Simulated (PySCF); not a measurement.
# NaCd: from the state search to spectroscopic constants

The task here is to estimate one member of a computed series from the others.

The runs use PySCF 2.14.0; Na def2-SVP, Cd def2-SVP with ECP28, scalar-relativistic core potentials.

The first run:

A driver script around PySCF takes these settings:

```yaml
atoms: Na, Cd
charge: 0
basis: Na def2-SVP, Cd def2-SVP with ECP28
Hamiltonian: scalar-relativistic core potentials
basis_functions: 46
electrons_treated: 31
masses_in_u: 22.9898, 113.9034
levels: PBE0, PBE, r²SCAN, BHandHLYP, LDA, TPSSh, CAM-B3LYP, HF, MP2, SCS-MP2, CCSD, CCSD(T)
grid: 80 radial by 434 angular points
occupations: held fixed by the projection of orbital angular momentum
dissociation_limit: Na + Cd, each in its ground configuration
starting_distance_in_angstrom: 2.975
values_of_2S_to_try: 1, 3
```

Run with:

```bash
> OMP_NUM_THREADS=1 python dia.py task.json out
```

Among the steps run: Set-up; First curve: PBE0; Other states along the same grid; PBE (GGA); r²SCAN (meta-GGA); BHandHLYP (global hybrid GGA); LDA; TPSSh (hybrid meta-GGA); CAM-B3LYP (range-separated hybrid); UHF (mean field); Correlated methods on the Hartree–Fock reference.

One of the session's tables, all rows but one given; the rest of the session is left out.

Energy (eV) from each level's lowest point:

```
R (Å)    UHF  UHF-MP2  UHF-SCS-MP2  UHF-CCSD  UHF-CCSD(T)
3.013  0.217    0.108        0.131       n/a          n/a
3.153  0.151    0.063        0.081     0.045        0.041
3.293  0.105    0.035        0.050     0.019        0.017
3.398  0.081    0.021        0.034     0.009        0.007
3.503  0.062    0.013        0.023     0.003        0.002
3.608  0.048    0.007        0.016     0.000        0.000
3.748  0.034    0.002        0.009     0.000        0.000
3.923      ?        ?            ?         ?            ?
4.133  0.010    0.000        0.001     0.006        0.008
4.414  0.000    0.002        0.000       n/a          n/a
```

Q: Estimate the row for R (Å) = 3.923 from the others.

Worked estimate for «UHF». A straight line through the neighbours (3.748, 0.034) and (4.133, 0.010) gives 0.034 + (0.010 − 0.034) × (3.923 − 3.748) / (4.133 − 3.748) = 0.023; a parabola fitted to 4 rows on both sides gives 0.022.

As computed: UHF: 0.021; UHF-MP2: 0.000; UHF-SCS-MP2: 0.004; UHF-CCSD: 0.002; UHF-CCSD(T): 0.004. In «UHF» the line misses by +0.002 and the parabola by +0.001.

State 3 has its PBE0 minimum 3.65 eV higher. The other levels ran on the lowest alone.

To keep in mind: The bond is weak, and basis-set superposition, which was not computed, may be a sizeable part of it.
